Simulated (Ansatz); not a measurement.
# CH₄SSeSi: one species, many methods

One table from this session's results is given with a row withheld; the runs are named, their logs left out.

Method: functionals in def2-TZVPP, the program's frozen cores in correlated methods; program: Ansatz 0.2.0, Gaussian basis.

The runs, in order: PBE-D4, r2SCAN-D4, PBE0-D4, B3LYP-D4, ωB97X-V, ωB97M-V, B2PLYP; CCSD(T)/def2-TZVPP; MP2/def2-QZVPP; extrapolation to the limit.

### Structure used throughout

An earlier PBE0-D4 in a triple-zeta def2 set relaxation fixed the geometry.

SMILES `[SeH][SiH]1CS1`, 8 atoms, charge 0, spin multiplicity 1.

Atoms are counted from 1 here; the program's logs count them from 0.

Bond lengths: Se1–Si2 2.258 Å, Se1–H5 1.469 Å, Si2–C3 1.835 Å, Si2–S4 2.079 Å, Si2–H6 1.478 Å, C3–S4 1.876 Å, C3–H7 1.086 Å, C3–H8 1.086 Å. Angles: Si2–Se1–H5 91.9°, Se1–Si2–C3 123.0°, Se1–Si2–S4 122.1°, Se1–Si2–H6 107.6°, C3–Si2–S4 56.9°, C3–Si2–H6 119.9°, S4–Si2–H6 120.0°, Si2–C3–S4 68.1°, Si2–C3–H7 119.7°, Si2–C3–H8 120.8°, S4–C3–H7 112.8°, S4–C3–H8 113.1°, H7–C3–H8 113.4°, Si2–S4–C3 55.0°.

The first run:

The input, in.yaml:

```yaml
crystal:
  periodic: [false, false, false]
  atoms:
    - {symbol: Se, position_ang: [-1.265178, 1.941999, -0.753332]}
    - {symbol: Si, position_ang: [0.437666, 0.668474, 0.005604]}
    - {symbol: C, position_ang: [0.213719, -1.057249, 0.586565]}
    - {symbol: S, position_ang: [1.134314, -0.983978, -1.046664]}
    - {symbol: H, position_ang: [-1.877312, 0.798175, -1.442563]}
    - {symbol: H, position_ang: [1.391080, 1.561393, 0.696288]}
    - {symbol: H, position_ang: [-0.759266, -1.531760, 0.500554]}
    - {symbol: H, position_ang: [0.817176, -1.454253, 1.397747]}
basis:
  gaussian: {orbitals: def2-TZVPP}
hamiltonian: {xc: pbe, dispersion: d4}
output: {forces: true, orbitals: {seedname: orbitals}}
```

Run with:

```sh
$ ansatz run in.yaml --threads 4 --pin off --events-out ev --progress --plain --max-ram 10444MiB
```

Among the steps run: PBE-D4 (GGA); r2SCAN-D4 (meta-GGA); PBE0-D4 (hybrid); B3LYP-D4 (hybrid); ωB97X-V (range-separated); ωB97M-V (range-separated); B2PLYP (double hybrid); CCSD(T) in def2-TZVPP; MP2 in def2-QZVPP.

One table of the session follows, with a row left open; its other results are not shown here.

| method | atomisation energy (kJ/mol) |
| --- | --- |
| PBE-D4 | 2662.3 |
| r2SCAN-D4 | ? |
| PBE0-D4 | 2622.1 |
| B3LYP-D4 | 2591.7 |
| ωB97X-V | 2629.6 |
| ωB97M-V | 2615.9 |
| B2PLYP | 2560.7 |
| HF/def2-TZVPP | 1830.4 |
| MP2/def2-TZVPP | 2571.2 |
| CCSD/def2-TZVPP | 2477.0 |
| CCSD(T)/def2-TZVPP | 2529.1 |
| MP2/CBS | 2660.0 |
| CCSD(T)/CBS | 2618.0 |

**Question.** Estimate the row for r2SCAN-D4.

The run gave: atomisation energy (kJ/mol): 2633.1. In the column «atomisation energy (kJ/mol)» it lies between ωB97X-V (2629.6) and MP2/CBS (2660.0).

Limits of these values: Free atoms (1 Se, 1 Si, 1 C, 1 S, 4 H) were run apart at each level; the atomisation energy is their sum less the molecule, without zero-point or spin-orbit terms.
